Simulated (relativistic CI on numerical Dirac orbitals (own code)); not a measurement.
**Mo XV (Mo¹⁴⁺): levels and lines**

What are the lowest levels and the strongest lines of Mo¹⁴⁺? One CI run answers it; runs with one setting changed show what the result hangs on.

Program: relativistic CI on numerical Dirac orbitals (own code) version 2. Level of theory: Dirac-Coulomb-Breit CI, KLI orbitals optimised for each configuration, model QED (radiative potential, 1s self-energy scaled to tabulated hydrogen-like ionisation energies). These are calculated values, not measurements, unless marked.

## 1. The system

| Item | Value |
| --- | --- |
| ion | Mo¹⁴⁺ (Mo XV) |
| nuclear charge | 42 |
| electrons | 28 |
| isotope | A = 98 |
| first configuration typed | [Ar] 3d10 |

The outer shells:

first configuration typed
```
[Ar] core
3d [↑↓][↑↓][↑↓][↑↓][↑↓]
```

## 2. Base run

The run's settings:

```ini
atom Mo  Z=42  charge=14  electrons=28
nucleus A=98  rms_radius_fm=4.4091
hamiltonian dirac-coulomb  breit=on  qed=on  c_scale=1
orbitals kli  potential=per-configuration
slater_scale 1
correlation none
mixing on
configurations
  [Ar] 3d10
  [Ar] 3d9 4s
  [Ar] 3d9 4p
  [Ar] 3d9 4d
  [Ar] 3d8 4s2
  [Ar] 3d8 4s 4p
  [Ar] 3d9 4f
  [Ar] 3d9 5s
  [Ar] 3d8 4p2
  [Ne] 3s2 3p5 3d10 4s
  [Ar] 3d9 5p
  [Ar] 3d8 4s 4d
  [Ar] 3d9 5d
  [Ne] 3s2 3p5 3d10 4p
  [Ar] 3d8 4p 4d
  [Ar] 3d9 5f
end
```

## 3. Slater integrals scaled by 0.9

Changes to the settings of step 2:

```diff
@@ -4,3 +4,3 @@
 orbitals kli  potential=per-configuration
-slater_scale 1
+slater_scale 0.9
 correlation none
```

## 4. The first 3 configurations alone

The run's settings:

```ini
atom Mo  Z=42  charge=14  electrons=28
nucleus A=98  rms_radius_fm=4.4091
hamiltonian dirac-coulomb  breit=on  qed=on  c_scale=1
orbitals kli  potential=per-configuration
slater_scale 1
correlation none
mixing on
configurations
  [Ar] 3d10
  [Ar] 3d9 4s
  [Ar] 3d9 4p
end
```

## 5. Non-relativistic limit (c × 1000)

The run's settings:

```ini
atom Mo  Z=42  charge=14  electrons=28
nucleus A=98  rms_radius_fm=4.4091
hamiltonian dirac-coulomb  breit=off  qed=off  c_scale=1000
orbitals kli  potential=per-configuration
slater_scale 1
correlation none
mixing on
configurations
  [Ar] 3d10
  [Ar] 3d9 4s
  [Ar] 3d9 4p
  [Ar] 3d9 4d
  [Ar] 3d8 4s2
  [Ar] 3d8 4s 4p
  [Ar] 3d9 4f
  [Ar] 3d9 5s
  [Ar] 3d8 4p2
  [Ne] 3s2 3p5 3d10 4s
  [Ar] 3d9 5p
  [Ar] 3d8 4s 4d
  [Ar] 3d9 5d
  [Ne] 3s2 3p5 3d10 4p
  [Ar] 3d8 4p 4d
  [Ar] 3d9 5f
end
```

(Steps that only read results are left out.)

Before running it: what results should come out? Wanted: lowest level; first excitation; lowest level of the other parity; fastest E1 line; ionisation energy.

The runs gave:

| run | time | mean size of shift, levels followed (cm⁻¹) | lowest level | ionisation energy (eV) |
| --- | --- | --- | --- | --- |
| main run | 1.3 s | 0 | 3d10 1S0 | 541.57 |
| Slater integrals scaled by 0.9 | 1.3 s | 768 | 3d10 1S0 | 541.57 |
| the first 3 configurations alone | 0.13 s | 1066 | 3d10 1S0 | - |
| non-relativistic limit (c × 1000) | 0.67 s | 48702 | 3d10 1S0 | - |

The semi-empirical ionisation energy (NIST) is 544 eV.

| quantity | value |
| --- | --- |
| lowest level | 3d10 1S0 |
| first excitation | 3d9 4s 3D3, 209.47 eV |
| lowest level of the other parity | 3d9 4p 3P°2, 238.83 eV |
| levels in the model | 853 |
| fastest E1 line (by rate) to the lowest level among the lowest 200 of 853 levels | 3.531 nm, from 3d9 4f 1P°1 |
| ionisation energy | 541.57 eV |
| ionisation energy, semi-empirical (NIST) | 544 eV |

The lowest level is 3d10 1S0, 100 % pure in LS and 100 % in jj coupling; over the low levels the means are 79 and 89 %, so jj coupling describes them better. Against the semi-empirical ionisation energy the result lies 0.45 % low. Of the changes tried, the run «non-relativistic limit (c × 1000)» moves the low levels most, by 48702 cm⁻¹ on average. Lifetimes count radiative decay inside the model alone.
